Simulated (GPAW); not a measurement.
Runs of GPAW 26.7.0 on VWC2. Symmetry: R-3m, No. 166, trigonal system. The conventional cell has a = 3.034 Å, b = 3.034 Å, c = 14.802 Å, α = 90.00°, β = 90.00°, γ = 120.00°. Around W (site symmetry -3m) lie 6 C at 2.17 Å. V (site symmetry -3m) is surrounded by 6 C at 2.11 Å. C (site symmetry 3m) has 3 V at 2.11 Å and 3 W at 2.17 Å as nearest neighbours. The cell comes from a database or a generator and needn't be the stable form of this composition.

```csv
task,level,potentials or basis,k mesh,cutoff (eV),ranks,maxiter,band path,band points,convergence,gap on the mesh (eV),pressure (GPa),moment (μB),largest force (eV/Å)
band structure,PBE,"GPAW PAW data sets (gpaw-data 1.2.1), pw",7 × 7 × 7,800,4,150,"GLB1,BZGX,QFP1Z,LP",100,-,-,-1.0,0.00,0.19
single point,PBE,"GPAW PAW data sets (gpaw-data 1.2.1), pw",10 × 10 × 10,800,-,150,-,-,-,none,-1.0,0.00,0.19
single point,LDA,"the program's PAW data sets (release 1.2.1) made for this functional, pw",8 × 8 × 8,600,-,120,-,-,default,none,(a),0.00,0.23
band structure,PBEsol,"PAW data sets generated in the run's folder for this functional, pw",7 × 7 × 7,800,4,150,"GLB1,BZGX,QFP1Z,LP",100,-,-,-9.7,0.00,0.21
```

Alike in all rows: spin collinear, ferromagnetic start; cell as given; smearing fermi-dirac 0.05 eV.

**Question.** Fill in the values left out.

**Answer.** (a) -17.4.

Caveats: the cutoff is short for stress and forces, so pressures can be off by a GPa or more (some runs); so large a pressure means that the cell lies far from this level's equilibrium, or that cutoff or potentials fall short (some runs).

A k mesh can miss the band edges, and the runs leave out spin-orbit coupling on W.

A gap of «none» marks a metal or a gap under the smearing width.

Not every run made on this cell is shown here.
